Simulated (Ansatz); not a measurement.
# BaOs (CsCl type): how the settings move a single-point run

Question: which choices in the input matter for BaOs (CsCl type)?

Method: reference: DFT PBE, scalar-relativistic, plane waves, PAW, in Ansatz 0.2.0.

## 1. The system as given

It takes space group Pm-3m (No. 221, cubic). Conventional cell: a = 3.728 Å, b = 3.728 Å, c = 3.728 Å, α = 90.00°, β = 90.00°, γ = 90.00°. Around Ba (site symmetry m-3m) lie 8 Os at 3.23 Å. Around Os (site symmetry m-3m) lie 8 Ba at 3.23 Å.

Structure file:

```
Ba Os
1.0
     3.72797    0.00000    0.00000
     0.00000    3.72797    0.00000
     0.00000    0.00000    3.72797
Ba Os
1 1
Direct
  0.00000 0.00000 0.00000
  0.50000 0.50000 0.50000
```

## 2. The reference run

input.yaml

```yaml
crystal:
  lattice:
    - [3.7279657443, 0.0, 0.0]
    - [0.0, 3.7279657443, 0.0]
    - [0.0, 0.0, 3.7279657443]
  atoms:
    - { symbol: Ba, position: [0.0, 0.0, 0.0] }
    - { symbol: Os, position: [0.5, 0.5, 0.5] }
basis:
  ecutwfc: 420
  ecutrho_ratio: 4
kpoints:
  mp_grid: { grid: [8, 8, 8] }
hamiltonian:
  xc: pbe
scf:
  occupations: { method: gaussian, width: 0.05 }
output:
  forces: true
  stress: true
  eigenvalues: true
```

The run is started by

```bash
> ansatz run input.yaml --threads 2 --pin off --max-ram 2662MiB --backend cpu --events-out ev --progress --plain --runs-dir out
```

## 3. Changed: preconditioner local_kerker

Edit input.yaml of step 2 so:

```diff
@@ -17,2 +17,3 @@
   occupations: { method: gaussian, width: 0.05 }
+  mixing: { preconditioner: local_kerker }
 output:
@@ -20,2 +21,5 @@
   stress: true
-  eigenvalues: true
+  write_density: true
+  write_potential: true
+  elf: true
+  volumetric_format: npy
```

## 4. Variant: mp_grid.grid [3, 3, 3], lower_state_search off

Edit input.yaml of step 2 so:

```diff
@@ -12,3 +12,3 @@
 kpoints:
-  mp_grid: { grid: [8, 8, 8] }
+  mp_grid: { grid: [3, 3, 3] }
 hamiltonian:
@@ -17,2 +17,3 @@
   occupations: { method: gaussian, width: 0.05 }
+  lower_state_search: "off"
 output:
@@ -20,2 +21 @@
   stress: true
-  eigenvalues: true
```

## 5. Changed: mp_grid.grid [6, 6, 6], dr2_threshold 1.0e-06

Edit input.yaml of step 2 so:

```diff
@@ -12,3 +12,3 @@
 kpoints:
-  mp_grid: { grid: [8, 8, 8] }
+  mp_grid: { grid: [6, 6, 6] }
 hamiltonian:
@@ -17,2 +17,3 @@
   occupations: { method: gaussian, width: 0.05 }
+  convergence: { dr2_threshold: 1.0e-06 }
 output:
@@ -20,2 +21,5 @@
   stress: true
-  eigenvalues: true
+  write_density: true
+  write_potential: true
+  elf: true
+  volumetric_format: npy
```

## 6. Changing settings: ecutwfc 300 eV

Edit input.yaml of step 2 so:

```diff
@@ -9,3 +9,3 @@
 basis:
-  ecutwfc: 420
+  ecutwfc: "300 eV"
   ecutrho_ratio: 4
@@ -20,2 +20 @@
   stress: true
-  eigenvalues: true
```

## 7. Changing settings: xc_grid 1, occupations.method tetrahedron, accuracy high, width left out

Edit input.yaml of step 2 so:

```diff
@@ -11,2 +11,3 @@
   ecutrho_ratio: 4
+  xc_grid: 1
 kpoints:
@@ -16,3 +17,3 @@
 scf:
-  occupations: { method: gaussian, width: 0.05 }
+  occupations: { method: tetrahedron }
 output:
@@ -20,2 +21,2 @@
   stress: true
-  eigenvalues: true
+accuracy: high
```

Before running it: what results should come out? Wanted: for each run, ending; energy change; pressure; gap; force.

**Answer**, as computed:

```csv
run,ending,energy change,pressure (GPa),gap (eV),force (eV/Å),cycles,time
reference,converged,0,0.0,0.00,0.00,6,0.93 s
1: preconditioner local_kerker,converged,0.0 meV/atom,0.0,0.00,0.00,7,1.2 s
"2: mp_grid.grid [3, 3, 3], lower_state_search off",converged,+176.8 meV/atom,0.5,0.00,0.00,7,0.35 s
"3: mp_grid.grid [6, 6, 6], dr2_threshold 1.0e-06",converged,+15.7 meV/atom,0.1,0.00,0.00,6,0.82 s
4: ecutwfc 300 eV,converged,+79.5 meV/atom,-0.1,0.00,0.00,6,0.62 s
"5: xc_grid 1, occupations.method tetrahedron, accuracy high, width left out",converged,-1.0 meV/atom (σ→0),0.0,0.00,0.00,10,1.3 s
```

Times don't compare one to one where runs were asked for different outputs or read a saved state (see the inputs); cycles may leave out searches for a lower state.

Residual by cycle in the longest SCF loop of each run; runs are numbered as in the table. The quantity is the density residual dr2, in eV.

```csv
cycle,reference,run 1,run 2,run 3,run 4,run 5
1,0.0585,0.0585,0.00756,0.0395,0.0525,0.0695
2,0.0152,0.0135,6.9e-4,0.00887,0.0152,0.0158
3,3.8e-4,0.00305,1.7e-4,2.6e-4,3.5e-4,0.00323
4,3.4e-5,4.7e-5,8.1e-6,2.4e-5,3.3e-5,1.1e-4
5,5.5e-7,6.5e-6,3.2e-7,2.2e-7,1.9e-6,1.5e-5
6,3.1e-8,1.8e-7,1.1e-7,9.0e-9,8.5e-8,1.5e-7
7,-,2.2e-9,5.4e-10,-,-,3.2e-9
8,-,-,-,-,-,1.2e-10
9,-,-,-,-,-,4.2e-11
10,-,-,-,-,-,1.3e-13
```

**Reading.** Run 4 ran under the cutoff that the potentials recommend, as the log warns, so basis error is mixed into its values.
